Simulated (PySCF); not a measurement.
**C₃H₅BF₂O₂: electronic excitations**

Wanted: the electronic excitations of C₃H₅BF₂O₂ (`O=CCCOB(F)F`), by calculation.

Computed with PySCF 2.14.0, with density-fitted response routines of our own, on a single molecule in the gas phase. Atoms are numbered from 0 throughout.

**1. Starting geometry**

13 atoms, charge 0, multiplicity 1; geometry from: GFN2-xTB.

Bonds of the start (Å): O0–C1 1.20, C1–C2 1.50, C2–C3 1.53, C3–O4 1.42, O4–B5 1.32, B5–F6 1.33, B5–F7 1.32, C1–H8 1.11, C2–H9 1.09, C2–H10 1.09, C3–H11 1.09, C3–H12 1.09.

**2. Excited states and response: PBE0/def2-SVPD**

Job settings and geometry (Å):

```
{"job": {"kind": "uv", "xc": "PBE0", "basis": "def2-SVPD", "nstates": 8, "ntriplets": 3}, "charge": 0, "multiplicity": 1}
O     -2.222105     1.269136     1.131985
C     -2.201788     0.314423     0.411424
C     -0.987034    -0.223952    -0.290478
C      0.273166     0.570211     0.047484
O      1.356027     0.129173    -0.761021
B      2.391686    -0.558722    -0.328329
F      2.576408    -0.923168     0.935959
F      3.328253    -0.936084    -1.176132
H     -3.119191    -0.267208     0.196777
H     -1.167063    -0.189862    -1.368356
H     -0.863992    -1.275553    -0.018600
H      0.117588     1.628886    -0.179172
H      0.513657     0.463207     1.109180
```

With the program's defaults for keys left out, this is: TDDFT PBE0/def2-SVPD, vertical, gas phase, core orbitals frozen in the response.

Command:

```
$ OMP_NUM_THREADS=1 python probes_run.py task.json out
```

One launch serves the whole session: the jobs run in the order shown.

Predict these results of the whole session: lowest singlet (PBE0/def2-SVPD); brightest single state of those computed; lowest triplet.

**Answer**, as computed:

```
                                quantity                        value
         lowest singlet (PBE0/def2-SVPD)  4.39 eV (283 nm), f = 0.000
brightest single state of those computed  state 4, 7.57 eV, f = 0.042
                          lowest triplet                      3.73 eV
```

In words: The lowest singlet, at 4.39 eV, is HOMO→LUMO 0.99 and is dark; of the 8 states computed, the strongest absorption comes from state 4 at 7.57 eV. The lowest triplet lies 0.65 eV below the lowest singlet (triplets in Tamm-Dancoff, singlets in full TDDFT).
